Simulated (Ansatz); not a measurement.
**BGeC+ (quintet): the correlation ladder, cc-pVTZ**

One table from this session's results is given with a row withheld; the runs are named, their logs left out.

Method: cc-pVTZ, core rule «outside noble gas», up to 16 orbitals frozen; program: Ansatz 0.2.0, Gaussian basis.

The runs, in order: UHF; CCSD(T) on ROHF; CCSD(T) on UHF; BCCD(T) on ROHF; CCSDT(Q) on ROHF; CCSDT(Q) on UHF; CASSCF and MRCISD+Q, 10 electrons in 12 orbitals; CASSCF and NEVPT2, 10 electrons in 12 orbitals.

3 further runs of the same task are left out: 3 set aside as unsound or not needed.

## What is computed

The geometry is a PBE0/def2-TZVP stationary point (not a proven minimum) of the parent state, kept for this charge and spin. No spin-orbit coupling is included. The filled d shell of Ge may be among the frozen orbitals whatever the setting's name suggests; the logs give the count.

3 atoms, charge 1, spin multiplicity 5.

Atoms are counted from 1 here; the program's logs count them from 0.

Bond lengths: C1–B2 1.404 Å, B2–Ge3 2.019 Å. Angles: C1–B2–Ge3 180.0°.

Set-up of the first run:

Input file in.yaml:

```yaml
crystal:
  periodic: [false, false, false]
  atoms:
    - {symbol: C, position_ang: [0.000000, 0.000000, -1.609400]}
    - {symbol: B, position_ang: [0.000000, 0.000000, -0.204900]}
    - {symbol: Ge, position_ang: [0.000000, 0.000000, 1.814300]}
basis:
  gaussian: {orbitals: cc-pVTZ}
total_charge: 1
magnetization: {spin_polarized: true, initial_magnetization: 4}
hamiltonian: {xc: hf}
output: {orbitals: {seedname: orbitals}}
```

The run is started by

```console
> ansatz run in.yaml --threads 1 --pin off --events-out ev --progress --plain --max-ram 4096MiB --backend cpu
```

Steps of the session up to this table: UHF; CCSD(T) on ROHF; CCSD(T) on UHF; BCCD(T) on ROHF; CCSDT(Q) on ROHF; CCSDT(Q) on UHF; CASSCF and MRCISD+Q, 10 electrons in 12 orbitals; CASSCF and NEVPT2, 10 electrons in 12 orbitals.

One table of the session follows, with a row left open; its other results are not shown here.

| method | from RCCSDT(Q) (meV) |
| --- | --- |
| ROHF | +6558.9 |
| UHF | +6444.8 |
| RMP2 | +1427.4 |
| UMP2 | +1446.6 |
| RCCSD | +380.1 |
| UCCSD | +374.5 |
| RCCSD(T) | +97.5 |
| UCCSD(T) | +95.1 |
| BCCD(T) | +90.9 |
| RCCSDT | ? |
| UCCSDT | +17.0 |
| RCCSDT(Q) | 0 |
| UCCSDT(Q) | -5.9 |
| CASSCF valence | +4217.0 |
| NEVPT2 valence | +910.4 |
| MRCISD valence | +328.3 |
| MRCISD+Q valence | +67.3 |

**Question.** Estimate the row for RCCSDT.

**Answer.** from RCCSDT(Q) (meV): +20.9. In the column «from RCCSDT(Q) (meV)» it lies between UCCSDT (+17.0) and MRCISD+Q valence (+67.3).

Caveats from the session: Restricted and unrestricted rows rest on different reference determinants; where their highest levels disagree by more than a few hundredths of an eV, they describe different states and don't form one ladder.
